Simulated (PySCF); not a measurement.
# C₆H₇BN₂S: excited states, first hyperpolarisability

Wanted: excited states, first hyperpolarisability for C₆H₇BN₂S (`[C-]#[N+]B1C=CC=CN1SC`).

Computed with PySCF 2.14.0 and routines of our own; the level stands in each step. Atoms count from 0.

## Step 1: The system as given

17 atoms, charge 0, multiplicity 1; geometry from: GFN2-xTB.

## Step 2: Geometry optimisation at PBE0-D3(BJ)/def2-SVP

The job: settings as JSON, then the geometry in Å.

```
{"job": {"xc": "PBE0", "basis": "def2-SVP", "d3": "d3bj", "grid": 2, "kind": "geom"}, "charge": 0, "multiplicity": 1}
C      0.867717     3.193627    -0.496311
N      0.287738     2.197032    -0.294630
B     -0.434678     0.990901    -0.080687
C     -1.838288     0.734575    -0.586833
C     -2.419339    -0.469112    -0.322384
C     -1.725463    -1.462119     0.404434
C     -0.463021    -1.243425     0.856128
N      0.189200    -0.074446     0.638277
S      1.786738     0.044275     1.313790
C      2.770712    -0.055452    -0.207722
H     -2.401811     1.472156    -1.141825
H     -3.422433    -0.695052    -0.660046
H     -2.198468    -2.409998     0.605811
H      0.079762    -1.991901     1.416646
H      3.809156    -0.041129     0.106678
H      2.558076     0.805278    -0.834031
H      2.547404    -0.983180    -0.727205
```

The run is started by

```console
> OMP_NUM_THREADS=1 python excited_run.py task.json out
```

This one command runs all jobs of the session in turn.

Log:

```text
step   0  E = -764.45969257  max force = 0.015647
step   1  E = -764.46207758  max force = 0.001869
step   2  E = -764.46212986  max force = 0.000961
step   3  E = -764.46213842  max force = 0.000664
step   4  E = -764.46214444  max force = 0.000379
optimisation converged
```

Run time: 68 s. Hardware: 1 thread of Arm Neoverse V2, shared host; peak memory 0.83 GiB.

Along the way:

```csv
step,energy from step 0 (eV),largest force component (eV/Å)
0,0.0000,0.8046
1,-0.0649,0.0961
2,-0.0663,0.0494
3,-0.0666,0.0341
4,-0.0667,0.0195
```

Close pairs (by a distance rule), those that changed most:

```csv
bond,before (Å),after (Å),change (Å)
N1–B2,1.422,1.451,+0.029
B2–N7,1.429,1.445,+0.016
C9–H14,1.085,1.100,+0.015
S8–C9,1.815,1.800,-0.015
C9–H15,1.086,1.099,+0.013
C4–H11,1.082,1.095,+0.013
C9–H16,1.086,1.099,+0.013
C5–H12,1.078,1.091,+0.012
```

The final coordinates are the input of the step that follows.

```csv
at the end point,value
point group (found at 0.08 Å tolerance),C1
"rotational constants (GHz, main isotopes)","1.659, 1.079, 0.714"
dipole moment (D),4.45
```

## Step 3: Excited states: TDA CAM-B3LYP/aug-cc-pVDZ

The job: settings as JSON, then the geometry in Å.

```
{"job": {"kind": "states", "xc": "CAM-B3LYP", "basis": "aug-cc-pVDZ", "tda": true, "soc": true, "nstates": 6, "ntriplets": 5, "nquad": 4}, "charge": 0, "multiplicity": 1}
C      1.416199     3.472838    -0.523146
N      0.823359     2.478161    -0.312239
B      0.076102     1.254401    -0.090184
C     -1.331490     1.008443    -0.575063
C     -1.906099    -0.211447    -0.314244
C     -1.204768    -1.227761     0.388480
C      0.071366    -1.014622     0.829494
N      0.718472     0.171879     0.619379
S      2.310398     0.332413     1.293083
C      3.306515     0.114264    -0.189641
H     -1.904476     1.763760    -1.118895
H     -2.926844    -0.430079    -0.646023
H     -1.672922    -2.192622     0.587603
H      0.637295    -1.772868     1.375216
H      4.351416     0.144404     0.153704
H      3.142043     0.935320    -0.901108
H      3.111956    -0.859651    -0.660267
```

Method: TDA CAM-B3LYP/aug-cc-pVDZ excited states, vertical, gas phase, spin-orbit mean-field couplings.

Log:

```text
coarse grid: 15696 points
cycle   1  E = -765.1797048475  dE =  1.761e+00  |g| = 4.050e-01  |ddm| = 2.326e+01
cycle   2  E = -765.1799061731  dE = -2.013e-04  |g| = 4.494e-01  |ddm| = 3.402e+00
cycle   3  E = -765.2273308587  dE = -4.742e-02  |g| = 9.197e-02  |ddm| = 1.445e+00
cycle   4  E = -765.2291260002  dE = -1.795e-03  |g| = 4.066e-02  |ddm| = 2.753e-01
cycle   5  E = -765.2294968336  dE = -3.708e-04  |g| = 1.058e-02  |ddm| = 1.703e-01
cycle   6  E = -765.2295227763  dE = -2.594e-05  |g| = 3.577e-03  |ddm| = 3.471e-02
cycle   7  E = -765.2295260496  dE = -3.273e-06  |g| = 1.773e-03  |ddm| = 9.995e-03
final grid: 149792 points
cycle   8  E = -765.2627577157  dE = -2.171e-05  |g| = 5.688e-03  |ddm| = 2.462e-01
cycle   9  E = -765.2627525492  dE =  5.167e-06  |g| = 7.725e-03  |ddm| = 4.218e-02
cycle  10  E = -765.2627651550  dE = -1.261e-05  |g| = 1.124e-03  |ddm| = 1.542e-02
cycle  11  E = -765.2627654674  dE = -3.124e-07  |g| = 2.085e-04  |ddm| = 3.608e-03
cycle  12  E = -765.2627654835  dE = -1.609e-08  |g| = 1.473e-04  |ddm| = 1.061e-03
cycle  13  E = -765.2627654897  dE = -6.228e-09  |g| = 3.991e-05  |ddm| = 4.865e-04
cycle  14  E = -765.2627654905  dE = -8.499e-10  |g| = 2.167e-05  |ddm| = 1.716e-04
converged SCF energy = -765.2627654905

Singlet excitations
state   eV       nm        f     d(h-e)  d(exc)  Lambda  PR(NTO)  |dmu|/D   mu/D   main configurations
  1   4.9214   251.9   0.15647   0.559   3.138   0.646   1.303    1.602    5.157   H->L 0.71, H-1->L 0.10
  2   5.0782   244.1   0.07106   0.381   2.867   0.435   1.656    1.080    4.913   H-1->L 0.35, H->L 0.17, H-1->L+6 0.10
  3   5.4533   227.4   0.01019   1.539   3.434   0.370   1.173    4.522    6.178   H-1->L 0.50, H-1->L+6 0.09, H-1->L+2 0.08
  4   5.8356   212.5   0.00236   0.986   4.151   0.414   1.127    4.626    2.024   H->L+1 0.41, H->L+2 0.28
  5   5.8703   211.2   0.13344   0.486   3.458   0.560   1.366                     H->L+2 0.38, H->L+3 0.29, H->L+1 0.12
  6   6.1852   200.5   0.01202   0.813   3.975   0.358   1.796                     H-1->L+2 0.36, H-1->L+3 0.19, H->L+1 0.12

Triplet excitations (Tamm-Dancoff)
state   eV     d(h-e)  d(exc)  Lambda  PR(NTO)   main configurations
  1   3.2881   0.146   2.671   0.701   1.043   H->L 0.78
  2   4.2896   0.690   2.998   0.574   1.212   H->L+2 0.33, H->L+3 0.30, H->L 0.14
  3   4.3937   0.134   2.397   0.363   1.142   H-1->L+6 0.21, H-1->L+7 0.18, H-1->L+2 0.11
  4   4.7798   0.310   2.767   0.598   1.222   H-2->L 0.59, H-1->L 0.17
  5   5.2075   1.103   2.446   0.309   1.037   H-3->L 0.28, H-3->L+3 0.23, H-3->L+2 0.19
S1 - T1 = 1.6333 eV

Spin-orbit couplings |<S|Hso|T>| (cm-1)
             T1       T2       T3       T4       T5
S0        1.788   36.413  171.514   33.279   14.762
S1        2.534    3.467   11.653   10.102    2.961
S2        3.075    7.290   10.722   15.008    3.258
S3        4.809    8.268    7.761   17.134    2.686
S4        2.645    3.189   12.608    3.120    0.801
S5        1.600    2.055    9.807    7.788    1.434
S6        2.068    8.358   10.206    2.703    0.829
T1 sublevels (cm-1): 0.000 0.002 0.002   radiative rates (1/s): 2.83 1.06 0.244
```

It took 87 s on 1 thread of Arm Neoverse V2, shared host; peak memory 1.3 GiB.

In short:

```csv
quantity,value
S1 less T1,1.63 eV
```

## Step 4: Excited states: TDDFT CAM-B3LYP/aug-cc-pVDZ

Settings changed since step 3:

```diff
@@ -1,2 +1,2 @@
-{"job": {"kind": "states", "xc": "CAM-B3LYP", "basis": "aug-cc-pVDZ", "tda": true, "soc": true, "nstates": 6, "ntriplets": 5, "nquad": 4}, "charge": 0, "multiplicity": 1}
+{"job": {"kind": "states", "xc": "CAM-B3LYP", "basis": "aug-cc-pVDZ", "tpa": true, "nstates": 8, "nquad": 6, "ntriplets": 0}, "charge": 0, "multiplicity": 1}
 C      1.416199     3.472838    -0.523146
```

With the program's defaults for keys left out, this is: TDDFT CAM-B3LYP/aug-cc-pVDZ excited states, vertical, gas phase, two-photon moments by quadratic response.

Log:

```text
coarse grid: 15696 points
cycle   1  E = -765.1797048475  dE =  1.761e+00  |g| = 4.050e-01  |ddm| = 2.326e+01
cycle   2  E = -765.1799061731  dE = -2.013e-04  |g| = 4.494e-01  |ddm| = 3.402e+00
cycle   3  E = -765.2273308587  dE = -4.742e-02  |g| = 9.197e-02  |ddm| = 1.445e+00
cycle   4  E = -765.2291260002  dE = -1.795e-03  |g| = 4.066e-02  |ddm| = 2.753e-01
cycle   5  E = -765.2294968336  dE = -3.708e-04  |g| = 1.058e-02  |ddm| = 1.703e-01
cycle   6  E = -765.2295227763  dE = -2.594e-05  |g| = 3.577e-03  |ddm| = 3.471e-02
cycle   7  E = -765.2295260496  dE = -3.273e-06  |g| = 1.773e-03  |ddm| = 9.995e-03
final grid: 149792 points
cycle   8  E = -765.2627577157  dE = -2.171e-05  |g| = 5.688e-03  |ddm| = 2.462e-01
cycle   9  E = -765.2627525492  dE =  5.167e-06  |g| = 7.725e-03  |ddm| = 4.218e-02
cycle  10  E = -765.2627651550  dE = -1.261e-05  |g| = 1.124e-03  |ddm| = 1.542e-02
cycle  11  E = -765.2627654674  dE = -3.124e-07  |g| = 2.085e-04  |ddm| = 3.608e-03
cycle  12  E = -765.2627654835  dE = -1.609e-08  |g| = 1.473e-04  |ddm| = 1.061e-03
cycle  13  E = -765.2627654897  dE = -6.228e-09  |g| = 3.991e-05  |ddm| = 4.865e-04
cycle  14  E = -765.2627654905  dE = -8.499e-10  |g| = 2.167e-05  |ddm| = 1.716e-04
converged SCF energy = -765.2627654905

Singlet excitations
state   eV       nm        f     d(h-e)  d(exc)  Lambda  PR(NTO)  |dmu|/D   mu/D   delta(TPA)   sigma/GM   main configurations
  1   4.7408   261.5   0.16613   0.353   3.029   0.708   1.278    0.977    5.102      101.09      0.832   H->L 0.93
  2   5.0186   247.0   0.01134   0.623   2.917   0.368   1.188    1.706    4.850        5.82      0.054   H-1->L 0.44, H-1->L+6 0.12, H-1->L+2 0.09
  3   5.4197   228.8   0.00356   1.619   3.454   0.372   1.154    4.690    6.325       43.98      0.473   H-1->L 0.51, H-1->L+6 0.09, H-1->L+2 0.08
  4   5.7142   217.0   0.13784   0.484   3.358   0.585   1.438    1.330    5.601      125.36      1.500   H->L+2 0.50, H->L+3 0.29, H-2->L 0.10
  5   5.8295   212.7   0.00698   0.995   4.166   0.397   1.124    4.624    1.959       65.58      0.816   H->L+1 0.46, H->L+2 0.19, H->L+3 0.09
  6   6.1485   201.6   0.00661   1.822   3.770   0.351   1.112    5.316    7.077       27.53      0.381   H-1->L+2 0.44, H-1->L+3 0.30, H-1->L+1 0.16
  7   6.1899   200.3   0.02127   1.982   4.445   0.373   1.241                                            H->L+1 0.34, H->L+3 0.21, H->L+7 0.19
  8   6.4048   193.6   0.01803   1.115   4.150   0.291   1.493                                            H-1->L+1 0.39, H-1->L+3 0.22, H->L+4 0.09
```

Wall time 1.7 min (1 thread of Arm Neoverse V2, shared host); peak memory 1.3 GiB.

## Step 5: First hyperpolarisability: quadratic response CAM-B3LYP/aug-cc-pVDZ

Settings changed since step 4:

```diff
@@ -1,2 +1,2 @@
-{"job": {"kind": "states", "xc": "CAM-B3LYP", "basis": "aug-cc-pVDZ", "tpa": true, "nstates": 8, "nquad": 6, "ntriplets": 0}, "charge": 0, "multiplicity": 1}
+{"job": {"kind": "beta", "xc": "CAM-B3LYP", "basis": "aug-cc-pVDZ"}, "charge": 0, "multiplicity": 1}
 C      1.416199     3.472838    -0.523146
```

Method: quadratic response CAM-B3LYP/aug-cc-pVDZ first hyperpolarisability, Taylor convention, gas phase.

Log:

```text
coarse grid: 15696 points
cycle   1  E = -765.1797048475  dE =  1.761e+00  |g| = 4.050e-01  |ddm| = 2.326e+01
cycle   2  E = -765.1799061731  dE = -2.013e-04  |g| = 4.494e-01  |ddm| = 3.402e+00
cycle   3  E = -765.2273308587  dE = -4.742e-02  |g| = 9.197e-02  |ddm| = 1.445e+00
cycle   4  E = -765.2291260002  dE = -1.795e-03  |g| = 4.066e-02  |ddm| = 2.753e-01
cycle   5  E = -765.2294968336  dE = -3.708e-04  |g| = 1.058e-02  |ddm| = 1.703e-01
cycle   6  E = -765.2295227763  dE = -2.594e-05  |g| = 3.577e-03  |ddm| = 3.471e-02
cycle   7  E = -765.2295260496  dE = -3.273e-06  |g| = 1.773e-03  |ddm| = 9.995e-03
final grid: 149792 points
cycle   8  E = -765.2627577157  dE = -2.171e-05  |g| = 5.688e-03  |ddm| = 2.462e-01
cycle   9  E = -765.2627525492  dE =  5.167e-06  |g| = 7.725e-03  |ddm| = 4.218e-02
cycle  10  E = -765.2627651550  dE = -1.261e-05  |g| = 1.124e-03  |ddm| = 1.542e-02
cycle  11  E = -765.2627654674  dE = -3.124e-07  |g| = 2.085e-04  |ddm| = 3.608e-03
cycle  12  E = -765.2627654835  dE = -1.609e-08  |g| = 1.473e-04  |ddm| = 1.061e-03
cycle  13  E = -765.2627654897  dE = -6.228e-09  |g| = 3.991e-05  |ddm| = 4.865e-04
cycle  14  E = -765.2627654905  dE = -8.499e-10  |g| = 2.167e-05  |ddm| = 1.716e-04
converged SCF energy = -765.2627654905

Lowest singlets (eV, f): 4.7408 0.1661  5.0186 0.0113  5.4197 0.0036

First hyperpolarisability (au)
process     nm      |vector|   parallel      HRS      DR
static         -      204.67     118.15      84.04   5.144
shg       1907.0      223.56      129.7      92.38   4.902
eope      1907.0      210.64     121.81          -       -
shg       1064.0      278.64     162.99     117.03   4.326
eope      1064.0      225.01     130.59          -       -
```

It took 76 s on 1 thread of Arm Neoverse V2, shared host; peak memory 1.3 GiB.

## Step 6: What came out

```
                                                   quantity                                                value
                                                point group                                                   C1
                       rotational constants (main isotopes)                                 1.66, 1.08, 0.71 GHz
             S1 less T1 (step 3, TDA CAM-B3LYP/aug-cc-pVDZ)                                              1.63 eV
β vector (step 5, quadratic response CAM-B3LYP/aug-cc-pVDZ)  static 205, SHG 1907.0 nm 224, SHG 1064.0 nm 279 au
```

Over 4 steps the energy fell by 0.067 eV; of the close pairs, N1–B2 changed most, 1.422 to 1.451 Å. In step 3, the number of triplets below S1 is 4, and the largest singlet-triplet spin-orbit coupling is S0–T3, 171.51 cm⁻¹. β grows from 205 au (static) to 279 au for doubling at 1064.0 nm: normal dispersion, which grows as twice the photon energy moves toward the bright states.
